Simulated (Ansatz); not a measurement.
# CH5BSe2: one species, many methods

The task here is to estimate one member of a computed series from the others.

The runs use Ansatz 0.2.0, Gaussian basis; functionals in def2-TZVPP, the program's frozen cores in correlated methods.

Plan: PBE-D4, r2SCAN-D4, PBE0-D4, B3LYP-D4, ωB97X-V, ωB97M-V, B2PLYP; CCSD(T)/def2-TZVPP; MP2/def2-QZVPP; extrapolation to the limit.

### Structure used throughout

All runs share one geometry, relaxed beforehand with PBE0-D4 in a triple-zeta def2 set.

SMILES `CB([SeH])[SeH]`, 9 atoms, charge 0, spin multiplicity 1.

Atoms are counted from 1 here; the program's logs count them from 0.

Bond lengths: C1–B2 1.564 Å, C1–H5 1.095 Å, C1–H6 1.092 Å, C1–H7 1.095 Å, B2–Se3 1.935 Å, B2–Se4 1.936 Å, Se3–H8 1.470 Å, Se4–H9 1.470 Å. Angles: B2–C1–H5 110.2°, B2–C1–H6 113.7°, B2–C1–H7 110.3°, H5–C1–H6 107.9°, H5–C1–H7 106.4°, H6–C1–H7 107.9°, C1–B2–Se3 118.5°, C1–B2–Se4 122.8°, Se3–B2–Se4 118.7°, B2–Se3–H8 98.0°, B2–Se4–H9 95.9°.

The first run:

Contents of in.yaml:

```yaml
crystal:
  periodic: [false, false, false]
  atoms:
    - {symbol: C, position_ang: [-0.385742, 0.546194, 1.007060]}
    - {symbol: B, position_ang: [0.222114, -0.272958, -0.178367]}
    - {symbol: Se, position_ang: [1.489731, -1.677432, 0.225500]}
    - {symbol: Se, position_ang: [-0.239701, 0.060012, -2.029094]}
    - {symbol: H, position_ang: [-0.156208, 1.610132, 0.888886]}
    - {symbol: H, position_ang: [-0.025872, 0.231559, 1.988933]}
    - {symbol: H, position_ang: [-1.477338, 0.462716, 1.005152]}
    - {symbol: H, position_ang: [1.750207, -2.119421, -1.151869]}
    - {symbol: H, position_ang: [-1.177181, 1.159197, -1.756200]}
basis:
  gaussian: {orbitals: def2-TZVPP}
hamiltonian: {xc: pbe, dispersion: d4}
output: {forces: true, orbitals: {seedname: orbitals}}
```

On the command line:

```
ansatz run in.yaml --threads 2 --pin off --events-out ev --progress --plain --max-ram 22528MiB --backend cpu
```

Among the steps run: PBE-D4 (GGA); r2SCAN-D4 (meta-GGA); PBE0-D4 (hybrid); B3LYP-D4 (hybrid); ωB97X-V (range-separated); ωB97M-V (range-separated); B2PLYP (double hybrid); CCSD(T) in def2-TZVPP; MP2 in def2-QZVPP.

One of the session's tables, all rows but one given; the rest of the session is left out.

```
            method  atomisation energy (kJ/mol)
            PBE-D4                       3111.9
         r2SCAN-D4                       3080.6
           PBE0-D4                       3069.7
          B3LYP-D4                       3048.8
           ωB97X-V                       3055.1
           ωB97M-V                       3042.4
            B2PLYP                       3012.5
     HF/def2-TZVPP                       2242.4
    MP2/def2-TZVPP                       3016.9
   CCSD/def2-TZVPP                       2931.3
CCSD(T)/def2-TZVPP                            ?
           MP2/CBS                       3093.0
       CCSD(T)/CBS                       3056.4
```

Q: Estimate the row for CCSD(T)/def2-TZVPP from the others.

**Answer.** atomisation energy (kJ/mol): 2980.3. In the column «atomisation energy (kJ/mol)» it lies between CCSD/def2-TZVPP (2931.3) and B2PLYP (3012.5).

Some runs used a GPU and others CPU threads alone; cost is compared among the CPU runs only.

Among the levels timed on like hardware, those that no quicker one beats, quickest first: PBE-D4 (3.9 s, +55.5 kJ/mol); PBE0-D4 (6 s, +13.4 kJ/mol); B3LYP-D4 (9 s, -7.6 kJ/mol); ωB97X-V (13 s, -1.2 kJ/mol).

To keep in mind: Free atoms (1 C, 1 B, 2 Se, 5 H) were run apart at each level; the atomisation energy is their sum less the molecule, without zero-point or spin-orbit terms. All levels share the lack of spin-orbit coupling, which lowers the free heavy atoms and so the true binding.
